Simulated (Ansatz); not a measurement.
Write a Python script for Ansatz 0.2.0, Python API that makes an atomisation energy of C₂H₄AlI, SMILES [I][Al]1[CH2][CH2]1. Level of theory (for the species named): r2scan0, def2-SVP basis, multiplicity 1.

```yaml
atoms:
  - { symbol: I, position_ang: [-1.8260, -0.3798, 3.2267] }
  - { symbol: Al, position_ang: [-0.2711, -0.3081, 1.1923] }
  - { symbol: C, position_ang: [0.5191, 0.7273, -0.3094] }
  - { symbol: C, position_ang: [0.0785, -0.6085, -0.7541] }
  - { symbol: H, position_ang: [1.6624, 0.7760, -0.3214] }
  - { symbol: H, position_ang: [-0.0285, 1.6114, -0.6697] }
  - { symbol: H, position_ang: [-0.8718, -0.5402, -1.3876] }
  - { symbol: H, position_ang: [0.8297, -1.3351, -1.0326] }
```

`tae_c2h4ali.py`:
```python
'''Atomisation energy of C2H4AlI at the given geometry.'''

from collections import Counter

import ansatz


def total_energy(molecule, charge=0, unpaired=0):
    calc = (
        molecule.calculation()
        .basis(gaussian='def2-SVP')
        .functional('r2scan0')
    )
    if charge:
        calc = calc.charge(charge)
    if unpaired:
        calc = calc.spin('collinear', total=unpaired)
    report = calc.run(threads=1).report
    if report['published_state_doubts']:
        print('  doubts:', report['published_state_doubts'])
    return report['free_energy_ev']

c2h4ali = (
    ansatz.Crystal.molecule()
    .atom('I', [-1.826, -0.3798, 3.2267])
    .atom('Al', [-0.2711, -0.3081, 1.1923])
    .atom('C', [0.5191, 0.7273, -0.3094])
    .atom('C', [0.0785, -0.6085, -0.7541])
    .atom('H', [1.6624, 0.776, -0.3214])
    .atom('H', [-0.0285, 1.6114, -0.6697])
    .atom('H', [-0.8718, -0.5402, -1.3876])
    .atom('H', [0.8297, -1.3351, -1.0326])
)

# Hund ground states
unpaired = {'I': 1, 'Al': 1, 'C': 2, 'H': 1}
counts = Counter(site.symbol for site in c2h4ali.cartesian_sites)
atom_energy = {s: total_energy(ansatz.Crystal.molecule().atom(s, (0, 0, 0)), 0, unpaired[s]) for s in counts}
whole = total_energy(c2h4ali, 0, 0)
for s, e in atom_energy.items():
    print(f'{s:2s} x{counts[s]}  {e:14.5f} eV')
print(f'C2H4AlI: {whole:.5f} eV')
split = sum(counts[s] * e for s, e in atom_energy.items()) - whole
print(f'atomisation energy (no zero-point term): {96.485332 * split:.1f} kJ/mol, {split / sum(counts.values()):.3f} eV an atom')
```

Running `python tae_c2h4ali.py` prints:
```text
I  x1     -8102.54692 eV
Al x1     -6591.80477 eV
C  x2     -1028.27257 eV
H  x4       -13.58464 eV
C2H4AlI: -16832.69481 eV
atomisation energy (no zero-point term): 2649.4 kJ/mol, 3.432 eV an atom
```

2649.4 kJ/mol from the electronic energies, without the zero-point term.

Reading the output:
- Total energies depend on the basis set; only differences at equal settings carry meaning.
- The geometry is a force-field or estimated start, not a minimum of this method, and the basis set is short of its limit. All parts are taken at fixed geometry, without zero-point energy.
- def2 sets replace the cores of elements past krypton by effective core potentials.
- The spin-orbit lowering of heavy atoms is left out.
- Timing: 8.7 s on 1 thread of Arm Neoverse V2, on a shared host, peak memory 0.26 GiB.
